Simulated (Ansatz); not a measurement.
# ZnO: an axial (c/a) deformation path

Aim: for ZnO, follow an axial (c/a) deformation at fixed volume.

Program: Ansatz 0.2.0. Level of theory: DFT PBE, scalar-relativistic, plane waves, PAW. These are calculated values, not measurements.

## 1. The system as given

Symmetry: P6_3mc, No. 186, hexagonal system. Conventional cell: a = 3.249 Å, b = 3.249 Å, c = 5.204 Å, α = 90.00°, β = 90.00°, γ = 120.00°. Zn (site symmetry 3m) has 4 O at 1.97 to 1.99 Å in its first shell of neighbours. O (site symmetry 3m) has 4 Zn at 1.97 to 1.99 Å in its first shell of neighbours.

Structure file:

```
Zn O
1.0
     3.24940    0.00000    0.00000
    -1.62470    2.81406    0.00000
     0.00000    0.00000    5.20380
Zn O
2 2
Direct
  0.33333 0.66667 0.00000
  0.66667 0.33333 0.50000
  0.33333 0.66667 0.38210
  0.66667 0.33333 0.88210
```

No relaxation comes first: the listed cell is the starting point.

## 2. Next: an axial (c/a) deformation path

At fixed volume and fractional coordinates, lengths along (0.000, 0.000, 1.000) are scaled against those across it; ρ is that ratio over its starting value.

## 3. ρ = 0.850

input.yaml

```yaml
crystal:
  lattice:
    - [3.4302836265, 0.0, 0.0]
    - [-1.7151418132, 2.9707127627, 0.0]
    - [0.0, 0.0, 4.6694587936]
  atoms:
    - { symbol: Zn, position: [0.3333333333, 0.6666666667, 0.0] }
    - { symbol: Zn, position: [0.6666666667, 0.3333333333, 0.5] }
    - { symbol: O, position: [0.3333333333, 0.6666666667, 0.3821] }
    - { symbol: O, position: [0.6666666667, 0.3333333333, 0.8821] }
basis:
  ecutwfc: 420
kpoints:
  mp_grid: { grid: [12, 12, 6] }
hamiltonian:
  xc: pbe
scf:
  occupations: { method: gaussian, width: 0.05 }
output:
  forces: true
  stress: true
  eigenvalues: true
```

On the command line:

```console
$ ansatz run input.yaml --threads 1 --pin off --max-ram 2560MiB --backend cpu --events-out ev --progress --plain --runs-dir out
```

## 4. Point ρ = 1.200

input.yaml, as its differences from that of step 3:

```diff
@@ -2,5 +2,5 @@
   lattice:
-    - [3.4302836265, 0.0, 0.0]
-    - [-1.7151418132, 2.9707127627, 0.0]
-    - [0.0, 0.0, 4.6694587936]
+    - [3.0578012714, 0.0, 0.0]
+    - [-1.5289006357, 2.6481335808, 0.0]
+    - [0.0, 0.0, 5.8763559445]
   atoms:
```

## 5. At ρ = 0.920

input.yaml, as its differences from that of step 4:

```diff
@@ -2,5 +2,5 @@
   lattice:
-    - [3.0578012714, 0.0, 0.0]
-    - [-1.5289006357, 2.6481335808, 0.0]
-    - [0.0, 0.0, 5.8763559445]
+    - [3.3409788765, 0.0, 0.0]
+    - [-1.6704894382, 2.8933725805, 0.0]
+    - [0.0, 0.0, 4.9224254597]
   atoms:
```

## 6. Point ρ = 1.100

input.yaml, as its differences from that of step 5:

```diff
@@ -2,5 +2,5 @@
   lattice:
-    - [3.3409788765, 0.0, 0.0]
-    - [-1.6704894382, 2.8933725805, 0.0]
-    - [0.0, 0.0, 4.9224254597]
+    - [3.1477877712, 0.0, 0.0]
+    - [-1.5738938856, 2.7260641756, 0.0]
+    - [0.0, 0.0, 5.5451809197]
   atoms:
```

## 7. Point ρ = 0.960

input.yaml, as its differences from that of step 6:

```diff
@@ -2,5 +2,5 @@
   lattice:
-    - [3.1477877712, 0.0, 0.0]
-    - [-1.5738938856, 2.7260641756, 0.0]
-    - [0.0, 0.0, 5.5451809197]
+    - [3.2939165671, 0.0, 0.0]
+    - [-1.6469582835, 2.8526154251, 0.0]
+    - [0.0, 0.0, 5.0640900391]
   atoms:
```

## 8. At ρ = 1.050

input.yaml, as its differences from that of step 7:

```diff
@@ -2,5 +2,5 @@
   lattice:
-    - [3.2939165671, 0.0, 0.0]
-    - [-1.6469582835, 2.8526154251, 0.0]
-    - [0.0, 0.0, 5.0640900391]
+    - [3.1969799007, 0.0, 0.0]
+    - [-1.5984899503, 2.7686658094, 0.0]
+    - [0.0, 0.0, 5.3758457155]
   atoms:
```

## 9. At ρ = 0.800

input.yaml, as its differences from that of step 8:

```diff
@@ -2,5 +2,5 @@
   lattice:
-    - [3.1969799007, 0.0, 0.0]
-    - [-1.5984899503, 2.7686658094, 0.0]
-    - [0.0, 0.0, 5.3758457155]
+    - [3.5003086662, 0.0, 0.0]
+    - [-1.7501543331, 3.0313562261, 0.0]
+    - [0.0, 0.0, 4.484498896]
   atoms:
```

## 10. At ρ = 1.300

input.yaml, as its differences from that of step 9:

```diff
@@ -2,5 +2,5 @@
   lattice:
-    - [3.5003086662, 0.0, 0.0]
-    - [-1.7501543331, 3.0313562261, 0.0]
-    - [0.0, 0.0, 4.484498896]
+    - [2.9772951375, 0.0, 0.0]
+    - [-1.4886475687, 2.5784132237, 0.0]
+    - [0.0, 0.0, 6.198446137]
   atoms:
```

(Steps that only read results are left out.)

Before running it: what results should come out? Wanted: highest point.

**Answer**, as computed:

```
     quantity                        value
highest point  328.1 meV/atom at ρ = 0.800
```

In words: No sampled point lies below the undisturbed cell. No sampled point inside the path is a dip, apart from those named. The gap on the mesh, 0.80 eV at the start, reads zero at ρ = 1.300. Spin polarisation is off in the runs that give these values; a magnetic solution could lie lower.

Counted by bands, a gap of 0.04 eV stays open on the mesh in one run that reads as metallic: the smearing reaches across it.
